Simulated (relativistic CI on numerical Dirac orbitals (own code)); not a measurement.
# Pt³⁺: one ion under different settings

Aim: see what numerical and physical settings do to the SCF, the total energy and the lowest levels of Pt³⁺.

Method: Dirac-Coulomb-Breit CI, KLI orbitals optimised for each configuration, model QED (radiative potential, 1s self-energy scaled to tabulated hydrogen-like ionisation energies), numerical settings as typed. Code: relativistic CI on numerical Dirac orbitals (own code) version 3.

**1. The atom as given**

```
ion            : Pt³⁺ (Pt IV)
nuclear charge : 78
electrons      : 75
isotope        : A = 195
```

**2. An attempt**

Settings, as recorded:

```ini
atom Pt  Z=78  charge=3  electrons=75
nucleus A=195  rms_radius_fm=5.4270
hamiltonian dirac-coulomb  breit=on  qed=on  c_scale=1
orbitals kli  potential=per-configuration
slater_scale 1
correlation none
mixing on
grid step=0.0125 r_max=64.9
scf mixing=0.4 start=green max_iterations=99 tolerance=2e-08 node_fill=0.05
configurations
  [Xe] 4f14 5d7
  [Xe] 4f14 5d6 6s
  [Xe] 4f14 5d7
end
```

Command:

```console
> python run_levels.py task.json out
```

task.json lists these runs, among others, and the program works through them in turn.

From the run's result record (rounded, not every field):

```text
{
  "status": "refused",
  "warnings": ["a configuration is listed twice"]
}
```

Run time: 0.00067 s. Hardware: 1 thread of Neoverse-V1, shared host.

Diagnosis: the program refused the input. One configuration stands twice in the list, which would make the CI basis linearly dependent. The input had a configuration typed twice. The cure is to strike the repeat.

**3. The mended input**

Settings: those of step 2 with these lines changed.

```diff
@@ -8,3 +8,3 @@
 grid step=0.0125 r_max=64.9
-scf mixing=0.4 start=green max_iterations=99 tolerance=2e-08 node_fill=0.05
+scf mixing=0.4 start=green max_iterations=150 tolerance=2e-08 node_fill=0.05
 configurations
@@ -12,3 +12,2 @@
   [Xe] 4f14 5d6 6s
-  [Xe] 4f14 5d7
 end
```

Main fields:

```text
{
  "status": "converged",
  "levels [i, E_cm, J2, conf, term, w_term, w_jj]": [
    [0, 0, 9, "5d7", "4F", 0.8639, 0.8068],
    [1, 8680.2559, 7, "5d7", "4F", 0.956, 0.9139],
    [2, 11034.645, 5, "5d7", "4F", 0.719, 0.4398],
    [3, 11123.135, 3, "5d7", "4F", 0.364, 0.7371],
    [4, 16160.672, 3, "5d7", "4P", 0.3876, 0.7213],
    [5, 17685.044, 5, "5d7", "4P", 0.8136, 0.637],
    [6, 19549.336, 9, "5d7", "2G", 0.6326, 0.7473],
    [7, 21620.792, 1, "5d7", "4P", 0.7089, 0.9002],
    [8, 26017.503, 7, "5d7", "2G", 0.8631, 0.663],
    [9, 26627.511, 11, "5d7", "2H", 0.9944, 0.9944],
    [10, 28784.521, 3, "5d7", "4P", 0.3738, 0.7303],
    [11, 29880.907, 5, "5d7", "2D", 0.7585, 0.6183],
    [12, 34465.952, 1, "5d7", "2P", 0.7173, 0.8946],
    [13, 35677.386, 9, "5d7", "2H", 0.7462, 0.9181],
    "... 16 more rows left out ..."
  ],
  "total_energy [Ha]": -18398.064172,
  "n_levels_all": 82,
  "overlap": 1.4511e-11,
  "scf_iterations": [12, 13],
  "orbital_energies [Ha]": {"1s": -2875.17, "2s": -505.811, "2p1/2": -484.818, "2p3/2": -421.447, "3s": -119.957, "3p1/2": -110.537, "3p3/2": -96.6041, "3d3/2": -80.9272, "3d5/2": -77.9261, "4s": -27.079, "4p1/2": -23.0751, "4p3/2": -19.7679, "4d3/2": -13.2091, "4d5/2": -12.5938, "4f5/2": -4.21282, "4f7/2": -4.08642, "5s": -5.23534, "5p1/2": -3.95685, "5p3/2": -3.40612, "5d3/2": -1.6865, "5d5/2": -1.62711},
  "configurations [conf, odd, states, E_av_Ha, breit_Ha, qed_Ha]": [
    ["5d7", 0, 120, -18432.77951, 20.69, 14.15],
    ["5d6 6s", 0, 420, -18432.50475, 20.7, 14.15]
  ],
  "scf_steps of the first configuration [iteration, E_Ha, residual, outer_eigenvalue_Ha]": [
    [1, -18372.63252, 3.93, -4.319],
    [2, -18428.67553, 1.02, -2.248],
    [3, -18432.35944, 0.248, -1.658],
    [4, -18432.70599, 0.187, -1.694],
    [5, -18432.77318, 0.03, -1.61],
    [6, -18432.77883, 0.00331, -1.632],
    [7, -18432.78029, 0.00703, -1.63],
    [8, -18432.77929, 0.00153, -1.627],
    [9, -18432.77949, 0.000144, -1.627],
    [10, -18432.77951, 2.59e-06, -1.627],
    [11, -18432.77951, 9.48e-08, -1.627],
    [12, -18432.77951, 1.3e-08, -1.627]
  ]
}
```

Run time: 0.25 s. Hardware: 1 thread of Neoverse-V1, shared host.

**4. Speed-of-light factor 1.25**

Settings: those of step 3 with these lines changed.

```diff
@@ -2,3 +2,3 @@
 nucleus A=195  rms_radius_fm=5.4270
-hamiltonian dirac-coulomb  breit=on  qed=on  c_scale=1
+hamiltonian dirac-coulomb  breit=on  qed=on  c_scale=1.25
 orbitals kli  potential=per-configuration
```

Main fields:

```text
{
  "status": "converged",
  "levels [i, E_cm, J2, conf, term, w_term]": [
    [0, 0, 9, "5d7", "4F", 0.9254],
    [1, 5398.666, 7, "5d7", "4F", 0.977],
    [2, 7962.3195, 5, "5d7", "4F", 0.9116],
    [3, 9330.1501, 3, "5d7", "4F", 0.8254],
    [4, 14708.331, 3, "5d7", "4P", 0.5565],
    [5, 16054.07, 5, "5d7", "4P", 0.9127],
    [6, 17389.881, 9, "5d7", "2G", 0.737],
    [7, 19034.638, 1, "5d7", "4P", 0.7921],
    "... 22 more rows left out ..."
  ],
  "total_energy [Ha]": -17965.942873,
  "n_levels_all": 82,
  "overlap": 1.53202e-11,
  "scf_iterations": [12, 13],
  "orbital_energies [Ha]": {"1s": -2769.88, "2s": -477.32, "2p1/2": -457.948, "2p3/2": -420.736, "3s": -112.937, "3p1/2": -104.093, "3p3/2": -95.9571, "3d3/2": -80.5531, "3d5/2": -78.6436, "4s": -25.3157, "4p1/2": -21.5408, "4p3/2": -19.6214, "4d3/2": -13.1521, "4d5/2": -12.7615, "4f5/2": -4.36211, "4f7/2": -4.27901, "5s": -4.90784, "5p1/2": -3.71295, "5p3/2": -3.39548, "5d3/2": -1.69158, "5d5/2": -1.65338},
  "configurations [conf, odd, states, E_av_Ha, breit_Ha, qed_Ha]": [
    ["5d7", 0, 120, -17989.42943, 12.75, 10.85],
    ["5d6 6s", 0, 420, -17989.08226, 12.75, 10.85]
  ],
  "scf_steps of the first configuration [iteration, E_Ha, residual, outer_eigenvalue_Ha]": [
    [1, -17937.80649, 3.74, -4.272],
    [2, -17986.02911, 1, -2.274],
    [3, -17989.12045, 0.208, -1.684],
    [4, -17989.38393, 0.156, -1.716],
    [5, -17989.42241, 0.0344, -1.636],
    [6, -17989.42923, 0.00353, -1.658],
    [7, -17989.4302, 0.00731, -1.657],
    [8, -17989.42926, 0.0012, -1.653],
    [9, -17989.42941, 0.000144, -1.653],
    [10, -17989.42943, 1.55e-06, -1.653],
    [11, -17989.42943, 6.85e-08, -1.653],
    [12, -17989.42943, 1.01e-08, -1.653]
  ]
}
```

It took 0.25 s on 1 thread of Neoverse-V1, shared host.

A changed speed of light describes a fictitious ion. The QED potentials keep the true α.

**5. Start potential bare**

Settings, as recorded:

```ini
atom Pt  Z=78  charge=3  electrons=75
nucleus A=195  rms_radius_fm=5.4270
hamiltonian dirac-coulomb  breit=on  qed=on  c_scale=1
orbitals kli  potential=per-configuration
slater_scale 1
correlation none
mixing on
grid step=0.0125 r_max=64.9
scf mixing=0.4 start=bare max_iterations=150 tolerance=2e-08 node_fill=0.05
configurations
  [Xe] 4f14 5d7
  [Xe] 4f14 5d6 6s
end
```

Main fields:

```text
{
  "status": "converged",
  "levels [i, E_cm, J2, conf, term, w_term]": [
    [0, 0, 9, "5d7", "4F", 0.8639],
    [1, 8680.2559, 7, "5d7", "4F", 0.956],
    [2, 11034.645, 5, "5d7", "4F", 0.719],
    [3, 11123.135, 3, "5d7", "4F", 0.364],
    [4, 16160.672, 3, "5d7", "4P", 0.3876],
    [5, 17685.044, 5, "5d7", "4P", 0.8136],
    [6, 19549.336, 9, "5d7", "2G", 0.6326],
    [7, 21620.792, 1, "5d7", "4P", 0.7089],
    "... 22 more rows left out ..."
  ],
  "total_energy [Ha]": -18398.064172,
  "n_levels_all": 82,
  "overlap": 1.45097e-11,
  "scf_iterations": [19, 21],
  "orbital_energies [Ha]": {"1s": -2875.17, "2s": -505.811, "2p1/2": -484.818, "2p3/2": -421.447, "3s": -119.957, "3p1/2": -110.537, "3p3/2": -96.6041, "3d3/2": -80.9272, "3d5/2": -77.9261, "4s": -27.079, "4p1/2": -23.0751, "4p3/2": -19.7679, "4d3/2": -13.2091, "4d5/2": -12.5938, "4f5/2": -4.21282, "4f7/2": -4.08642, "5s": -5.23534, "5p1/2": -3.95685, "5p3/2": -3.40612, "5d3/2": -1.6865, "5d5/2": -1.62711},
  "configurations [conf, odd, states, E_av_Ha, breit_Ha, qed_Ha]": [
    ["5d7", 0, 120, -18432.77951, 20.69, 14.15],
    ["5d6 6s", 0, 420, -18432.50475, 20.7, 14.15]
  ],
  "scf_steps of the first configuration [iteration, E_Ha, residual, outer_eigenvalue_Ha]": [
    [1, -16194.00026, 19.3, -123.2],
    [2, -17758.98389, 12, -56.3],
    [3, -17870.53013, 12.1, -1.87],
    [4, -17931.72572, 11.1, -2.066],
    [5, -18391.95152, 3.53, -1.007],
    [6, -18403.21241, 2.96, -1.293],
    [7, -18428.31303, 1.19, -1.18],
    [8, -18431.97747, 0.591, -1.577],
    [9, -18432.60122, 0.135, -1.754],
    [10, -18432.75021, 0.162, -1.715],
    [11, -18432.76701, 0.106, -1.715],
    [12, -18432.77211, 0.0336, -1.621],
    [13, -18432.77861, 0.00393, -1.628],
    [14, -18432.77944, 0.000518, -1.627],
    [15, -18432.77956, 0.000325, -1.627],
    [16, -18432.77951, 2.12e-05, -1.627],
    [17, -18432.77951, 3.87e-07, -1.627],
    [18, -18432.77951, 6.92e-08, -1.627],
    [19, -18432.77951, 1.17e-08, -1.627]
  ]
}
```

It took 0.36 s on 1 thread of Neoverse-V1, shared host.

**6. Iteration limit 30, QED terms off, Breit term off**

Settings, as recorded:

```ini
atom Pt  Z=78  charge=3  electrons=75
nucleus A=195  rms_radius_fm=5.4270
hamiltonian dirac-coulomb  breit=off  qed=off  c_scale=1
orbitals kli  potential=per-configuration
slater_scale 1
correlation none
mixing on
grid step=0.0125 r_max=64.9
scf mixing=0.4 start=green max_iterations=30 tolerance=2e-08 node_fill=0.05
configurations
  [Xe] 4f14 5d7
  [Xe] 4f14 5d6 6s
end
```

Main fields:

```text
{
  "status": "converged",
  "levels [i, E_cm, J2, conf, term, w_term]": [
    [0, 0, 9, "5d7", "4F", 0.8599],
    [1, 8908.3265, 7, "5d7", "4F", 0.9547],
    [2, 11141.305, 3, "5d7", "4F", 0.3403],
    [3, 11193.831, 5, "5d7", "4F", 0.703],
    [4, 16358.926, 3, "5d7", "4F", 0.4007],
    [5, 17848.761, 5, "5d7", "4P", 0.8054],
    [6, 19730.108, 9, "5d7", "2G", 0.6263],
    [7, 21826.784, 1, "5d7", "4P", 0.7042],
    "... 22 more rows left out ..."
  ],
  "total_energy [Ha]": -18432.9083,
  "n_levels_all": 82,
  "overlap": 1.4511e-11,
  "scf_iterations": [12, 13],
  "orbital_energies [Ha]": {"1s": -2875.17, "2s": -505.811, "2p1/2": -484.818, "2p3/2": -421.447, "3s": -119.957, "3p1/2": -110.537, "3p3/2": -96.6041, "3d3/2": -80.9272, "3d5/2": -77.9261, "4s": -27.079, "4p1/2": -23.0751, "4p3/2": -19.7679, "4d3/2": -13.2091, "4d5/2": -12.5938, "4f5/2": -4.21282, "4f7/2": -4.08642, "5s": -5.23534, "5p1/2": -3.95685, "5p3/2": -3.40612, "5d3/2": -1.6865, "5d5/2": -1.62711},
  "configurations [conf, odd, states, E_av_Ha, breit_Ha, qed_Ha]": [
    ["5d7", 0, 120, -18432.77951, 0, 0],
    ["5d6 6s", 0, 420, -18432.50475, 0, 0]
  ],
  "scf_steps of the first configuration [iteration, E_Ha, residual, outer_eigenvalue_Ha]": [
    [1, -18372.63252, 3.93, -4.319],
    [2, -18428.67553, 1.02, -2.248],
    [3, -18432.35944, 0.248, -1.658],
    [4, -18432.70599, 0.187, -1.694],
    [5, -18432.77318, 0.03, -1.61],
    [6, -18432.77883, 0.00331, -1.632],
    [7, -18432.78029, 0.00703, -1.63],
    [8, -18432.77929, 0.00153, -1.627],
    [9, -18432.77949, 0.000144, -1.627],
    [10, -18432.77951, 2.59e-06, -1.627],
    [11, -18432.77951, 9.48e-08, -1.627],
    [12, -18432.77951, 1.3e-08, -1.627]
  ]
}
```

It took 0.2 s on 1 thread of Neoverse-V1, shared host.

**7. Potential mixing 1.3**

Settings, as recorded:

```ini
atom Pt  Z=78  charge=3  electrons=75
nucleus A=195  rms_radius_fm=5.4270
hamiltonian dirac-coulomb  breit=on  qed=on  c_scale=1
orbitals kli  potential=per-configuration
slater_scale 1
correlation none
mixing on
grid step=0.0125 r_max=64.9
scf mixing=1.3 start=green max_iterations=59 tolerance=2e-08 node_fill=0.05
configurations
  [Xe] 4f14 5d7
  [Xe] 4f14 5d6 6s
end
```

Main fields:

```text
{
  "status": "converged",
  "levels [i, E_cm, J2, conf, term, w_term]": [
    [0, 0, 9, "5d7", "4F", 0.8639],
    [1, 8680.2559, 7, "5d7", "4F", 0.956],
    [2, 11034.645, 5, "5d7", "4F", 0.719],
    [3, 11123.135, 3, "5d7", "4F", 0.364],
    [4, 16160.672, 3, "5d7", "4P", 0.3876],
    [5, 17685.044, 5, "5d7", "4P", 0.8136],
    [6, 19549.336, 9, "5d7", "2G", 0.6326],
    [7, 21620.792, 1, "5d7", "4P", 0.7089],
    "... 22 more rows left out ..."
  ],
  "total_energy [Ha]": -18398.064172,
  "n_levels_all": 82,
  "overlap": 1.45103e-11,
  "scf_iterations": [16, 17],
  "orbital_energies [Ha]": {"1s": -2875.17, "2s": -505.811, "2p1/2": -484.818, "2p3/2": -421.447, "3s": -119.957, "3p1/2": -110.537, "3p3/2": -96.6041, "3d3/2": -80.9272, "3d5/2": -77.9261, "4s": -27.079, "4p1/2": -23.0751, "4p3/2": -19.7679, "4d3/2": -13.2091, "4d5/2": -12.5938, "4f5/2": -4.21282, "4f7/2": -4.08642, "5s": -5.23534, "5p1/2": -3.95685, "5p3/2": -3.40612, "5d3/2": -1.6865, "5d5/2": -1.62711},
  "configurations [conf, odd, states, E_av_Ha, breit_Ha, qed_Ha]": [
    ["5d7", 0, 120, -18432.77951, 20.69, 14.15],
    ["5d6 6s", 0, 420, -18432.50475, 20.7, 14.15]
  ],
  "scf_steps of the first configuration [iteration, E_Ha, residual, outer_eigenvalue_Ha]": [
    [1, -18372.63252, 3.93, -4.319],
    [2, -17947.17241, 13.7, -0.7312],
    [3, -18427.47762, 0.919, -3.767],
    [4, -18430.17484, 1.27, -2.876],
    [5, -18431.99863, 0.745, -2.503],
    [6, -18432.04441, 0.724, -2.475],
    [7, -18432.50632, 0.392, -1.331],
    [8, -18432.77655, 0.0287, -1.596],
    [9, -18432.78084, 0.0319, -1.655],
    [10, -18432.77949, 0.000456, -1.627],
    [11, -18432.77953, 0.000194, -1.627],
    [12, -18432.77952, 8.05e-05, -1.627],
    [13, -18432.77951, 1.11e-05, -1.627],
    [14, -18432.77951, 1.1e-06, -1.627],
    [15, -18432.77951, 4.21e-08, -1.627],
    [16, -18432.77951, 6.41e-10, -1.627]
  ]
}
```

Run time: 0.31 s. Hardware: 1 thread of Neoverse-V1, shared host.

An extreme setting, but here it did no harm: energy and levels are those of the usual run.

**8. The runs side by side**

| setting | total energy less usual (Ha) | largest shift of a level among the lowest eight of both runs, same label and place (cm⁻¹) | SCF iterations | time | lowest level | kind of change |
| --- | --- | --- | --- | --- | --- | --- |
| usual | 0 | 0 | 25 | 0.25 s | 5d7 4F9/2 | - |
| speed-of-light factor 1.25 | 432 | 3280 | 25 | 0.25 s | 5d7 4F9/2 | unphysical constant |
| start potential bare | 0 | 0 | 40 | 0.36 s | 5d7 4F9/2 | numerical |
| iteration limit 30, QED terms off, Breit term off | -34.8 | 228 | 25 | 0.2 s | 5d7 4F9/2 | model term |
| potential mixing 1.3 | 0 | 0 | 33 | 0.31 s | 5d7 4F9/2 | extreme, harmless here |

**9. Results**

```
                    quantity           value
lowest level, usual settings       5d7 4F9/2
                total energy  -18398.0642 Ha
            first excitation     8680.3 cm⁻¹
       runs without a result               1
```

Among the runs whose levels can be followed, they move most under «speed-of-light factor 1.25» (unphysical constant), by up to 3280 cm⁻¹. No visible change in the result comes from «start potential bare» or «potential mixing 1.3». «Start potential bare» costs 40 SCF iterations against 25. Only the listed configurations are in the model. In a near-neutral ion this small CI can misplace whole configurations by 10,000 cm⁻¹ or more, above all where the count of f electrons changes.
